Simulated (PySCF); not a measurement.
**A diatomic session: ZnIn**

What are the lowest state that PBE0 finds, the bond length, vibrational wavenumber and bond energy of ZnIn, and how much do these hang on the method?

Computed with PySCF 2.14.0. Level: Zn def2-SVP, In def2-SVP with ECP28, scalar-relativistic core potentials.

**1. The job**

Settings of the job:

* atoms: Zn, In
* charge: 0
* basis: Zn def2-SVP, In def2-SVP with ECP28
* Hamiltonian: scalar-relativistic core potentials
* basis functions: 57
* electrons treated: 51
* masses in u: 63.9291, 114.9039
* levels: PBE0, PBE, r²SCAN, M06-L, LDA, PW91, LC-ωPBE, HF, MP2, SCS-MP2
* grid: 80 radial by 434 angular points
* occupations: held fixed by the projection of orbital angular momentum
* dissociation limit: Zn + In, each in its ground configuration
* starting distance in angstrom: 2.580
* values of 2S to try: 1, 3

Launch:

```
> OMP_NUM_THREADS=1 python dia.py task.json out
```

The runs that follow: The PBE0 curve of the state that the search chose; Other states along the same grid; PBE (GGA); r²SCAN; M06-L (meta-GGA); LDA; PW91 (GGA); LC-ωPBE (range-separated hybrid); ROHF.

Before running it: what results should come out? Wanted: for each run, Re; ωe; De; μ.

The runs gave:

Lowest PBE0 solution found, without spin–orbit coupling: ²Π (doublet), unpaired electrons π ↑. State 2 has its PBE0 minimum 0.22 eV higher. State 3 has its PBE0 minimum 2.31 eV higher. The other levels ran on the lowest alone.

```csv
level,Re (Å),ωe (cm⁻¹),De (eV),μ (D)
ROHF-MP2,2.936,92.2,0.248,n/a
ROHF-SCS-MP2,3.034,75.1,0.166,n/a
LDA,2.668,146.7,0.74,-1.22
PBE,2.796,120.2,0.457,-1.27
PW91,2.787,121.8,0.476,-1.24
r²SCAN,2.741,130.6,0.491,-1.38
M06-L,2.806,116.9,0.457,-1.10
PBE0,2.848,108.8,0.365,-1.42
LC-ωPBE,2.877,95.0,0.254,-1.56
```

De is counted to Zn + In in their ground configurations. A positive dipole means Zn(−)In(+). No constants: ROHF (no minimum is bracketed among the points kept).

Bond lengths run from 2.668 Å (LDA) to 3.034 Å (ROHF-SCS-MP2). Of the levels with a De here, ROHF-SCS-MP2 gives the least (0.166 eV) and LDA the most (0.74 eV).

Correlated steps freeze 9 core orbitals. These are scalar-relativistic numbers at best; spin–orbit coupling would shift them, the dissociation energy most.
